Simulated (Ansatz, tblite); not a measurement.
# S-phenylthianthrenium bistriflimide (C₂₀H₁₃F₆NO₄S₄): one state, many levels

Aim: run the singlet of S-phenylthianthrenium bistriflimide (C₂₀H₁₃F₆NO₄S₄) at one geometry on many levels, and compare frontier levels, spin and run time.

Method: as each input shows; program: Ansatz 0.2.0, Gaussian basis.

Plan: GFN1-xTB, GFN2-xTB, PBE-D4/def2-SVP, r2SCAN-D4/def2-SVP, ωB97M-V/def2-SVP, LC-ωPBE/def2-SVP, revPBE-D4/def2-SVP, r2SCAN-D4/def2-mTZVP, HF/STO-3G, HF/6-31G, B3LYP-D4/6-31G, MP2/def2-SVP, RPA/def2-SVP.

### 1 The geometry

The geometry is that of the singlet, from an earlier relaxation (PBE-D4/def2-SVP).

SMILES `O=S(=O)([N-]S(=O)(=O)C(F)(F)F)C(F)(F)F.c1ccc([S+]2c3ccccc3Sc3ccccc32)cc1`, 48 atoms, charge 0, spin multiplicity 1.

Bond lengths: O1–S2 1.482 Å, S2–O3 1.474 Å, S2–N4 1.651 Å, S2–C12 1.920 Å, N4–S5 1.636 Å, S5–O6 1.477 Å, S5–O7 1.485 Å, S5–C8 1.903 Å, C8–F9 1.353 Å, C8–F10 1.330 Å, C8–F11 1.341 Å, C12–F13 1.343 Å, C12–F14 1.330 Å, C12–F15 1.343 Å, C16–C17 1.407 Å, C16–C35 1.402 Å, C16–H36 1.100 Å, C17–C18 1.400 Å and more. Angles: O1–S2–O3 121.1°, O1–S2–N4 105.1°, O1–S2–C12 103.3°, O3–S2–N4 114.3°, O3–S2–C12 105.1°, N4–S2–C12 106.7°, S2–N4–S5 121.3°, N4–S5–O6 114.6°, N4–S5–O7 106.6°, N4–S5–C8 105.9°, O6–S5–O7 120.4°, O6–S5–C8 104.3°, O7–S5–C8 103.4°, S5–C8–F9 110.9°, S5–C8–F10 111.0°, S5–C8–F11 108.4°, F9–C8–F10 108.9°, F9–C8–F11 108.2° and more.

PBE0-D4/def2-SVP was run before; its log isn't repeated, and its numbers join the tables.

### 2 GFN1-xTB

Tight binding, by tblite at 300 K electronic temperature and without a spin-polarisation term:

```python
tblite.interface.Calculator('GFN1-xTB', numbers, positions, charge=0, uhf=0).singlepoint()
```

Energy -3174.4553 eV, HOMO -11.81 eV, LUMO -9.04 eV; 0.21 s.

### 3 GFN2-xTB

Tight binding, by tblite at 300 K electronic temperature and without a spin-polarisation term:

```python
tblite.interface.Calculator('GFN2-xTB', numbers, positions, charge=0, uhf=0).singlepoint()
```

Energy -2991.4786 eV, HOMO -10.80 eV, LUMO -8.11 eV; 0.2 s.

### 4 PBE-D4/def2-SVP

start.molden holds the orbitals of an earlier run on this state, given as this run's starting guess.

File in.yaml:

```yaml
crystal:
  periodic: [false, false, false]
  atoms:
    - {symbol: O, position_ang: [1.617077, -2.426851, -0.927920]}
    - {symbol: S, position_ang: [0.277810, -2.942355, -1.298240]}
    - {symbol: O, position_ang: [-0.057853, -4.369453, -1.141441]}
    - {symbol: N, position_ang: [-0.794367, -1.910289, -0.582673]}
    - {symbol: S, position_ang: [-2.403813, -2.034839, -0.850921]}
    - {symbol: O, position_ang: [-2.768447, -2.508772, -2.201886]}
    - {symbol: O, position_ang: [-3.022536, -0.805799, -0.292137]}
    - {symbol: C, position_ang: [-3.021398, -3.409279, 0.311882]}
    - {symbol: F, position_ang: [-2.407440, -3.335594, 1.515086]}
    - {symbol: F, position_ang: [-2.799933, -4.611198, -0.211845]}
    - {symbol: F, position_ang: [-4.338135, -3.241523, 0.502466]}
    - {symbol: C, position_ang: [0.185135, -2.612440, -3.186933]}
    - {symbol: F, position_ang: [1.435955, -2.696794, -3.669665]}
    - {symbol: F, position_ang: [-0.578067, -3.517551, -3.792517]}
    - {symbol: F, position_ang: [-0.284593, -1.380128, -3.442780]}
    - {symbol: C, position_ang: [-2.877185, 1.067550, 3.000902]}
    - {symbol: C, position_ang: [-2.218780, 2.082478, 2.283178]}
    - {symbol: C, position_ang: [-1.083311, 1.783955, 1.520329]}
    - {symbol: C, position_ang: [-0.629338, 0.454247, 1.494519]}
    - {symbol: S, position_ang: [0.793656, -0.057822, 0.537799]}
    - {symbol: C, position_ang: [2.091175, 1.023651, 1.219984]}
    - {symbol: C, position_ang: [2.033543, 1.520793, 2.530845]}
    - {symbol: C, position_ang: [3.154457, 2.169378, 3.068170]}
    - {symbol: C, position_ang: [4.318356, 2.320533, 2.296997]}
    - {symbol: C, position_ang: [4.364119, 1.840556, 0.982023]}
    - {symbol: C, position_ang: [3.250013, 1.176662, 0.431773]}
    - {symbol: S, position_ang: [3.361830, 0.526258, -1.217292]}
    - {symbol: C, position_ang: [1.741200, 0.921267, -1.832958]}
    - {symbol: C, position_ang: [1.614062, 1.425273, -3.141436]}
    - {symbol: C, position_ang: [0.347030, 1.725592, -3.655732]}
    - {symbol: C, position_ang: [-0.802423, 1.539125, -2.871691]}
    - {symbol: C, position_ang: [-0.698732, 1.030674, -1.570742]}
    - {symbol: C, position_ang: [0.574851, 0.729946, -1.071857]}
    - {symbol: C, position_ang: [-1.269803, -0.569307, 2.204273]}
    - {symbol: C, position_ang: [-2.403559, -0.251623, 2.964448]}
    - {symbol: H, position_ang: [-3.777334, 1.310425, 3.585046]}
    - {symbol: H, position_ang: [-2.597703, 3.114971, 2.310989]}
    - {symbol: H, position_ang: [-0.562200, 2.567797, 0.952391]}
    - {symbol: H, position_ang: [1.125049, 1.385803, 3.134173]}
    - {symbol: H, position_ang: [3.116275, 2.552252, 4.098132]}
    - {symbol: H, position_ang: [5.197085, 2.830749, 2.718108]}
    - {symbol: H, position_ang: [5.261736, 1.983244, 0.362228]}
    - {symbol: H, position_ang: [2.520302, 1.587996, -3.742816]}
    - {symbol: H, position_ang: [0.258348, 2.112020, -4.681878]}
    - {symbol: H, position_ang: [-1.799085, 1.754251, -3.283185]}
    - {symbol: H, position_ang: [-1.600585, 0.798469, -0.984151]}
    - {symbol: H, position_ang: [-0.911970, -1.603414, 2.121991]}
    - {symbol: H, position_ang: [-2.930441, -1.050914, 3.504947]}
basis:
  gaussian: {orbitals: def2-SVP, fitting: {mean_field: def2-universal-jkfit}, initial_orbitals: start.molden}
hamiltonian: {xc: pbe, dispersion: d4}
scf: {omitted_lower_state_checks: [starts]}
output: {orbitals: {seedname: orbitals}}
```

Command:

```
$ ansatz run in.yaml --threads 2 --pin off --events-out ev --progress --plain --max-ram 32768MiB --backend cuda --devices 0, --max-vram 18GiB
```

After this run come: r2SCAN-D4/def2-SVP; ωB97M-V/def2-SVP; LC-ωPBE/def2-SVP; revPBE-D4/def2-SVP; r2SCAN-D4/def2-mTZVP; HF/STO-3G; HF/6-31G; B3LYP-D4/6-31G; MP2/def2-SVP; RPA/def2-SVP.

**Question.** What will the summary of the whole plan be? Wanted: gap in def2-SVP, named functionals, smallest and largest; correlation energy, MP2/def2-SVP; binding an atom, functionals in def2-SVP.

**Answer**, as computed:

```
                                                quantity                                value
gap in def2-SVP, named functionals, smallest and largest  3.17 eV (PBE-D4), 9.58 eV (LC-ωPBE)
                        correlation energy, MP2/def2-SVP                           -141.43 eV
                binding an atom, functionals in def2-SVP   4.78 (LC-ωPBE) to 5.07 eV (PBE-D4)
```

In words: Orbital gaps of the named functionals in def2-SVP span 3.17 eV (PBE-D4) to 9.58 eV (LC-ωPBE); exact exchange widens it.
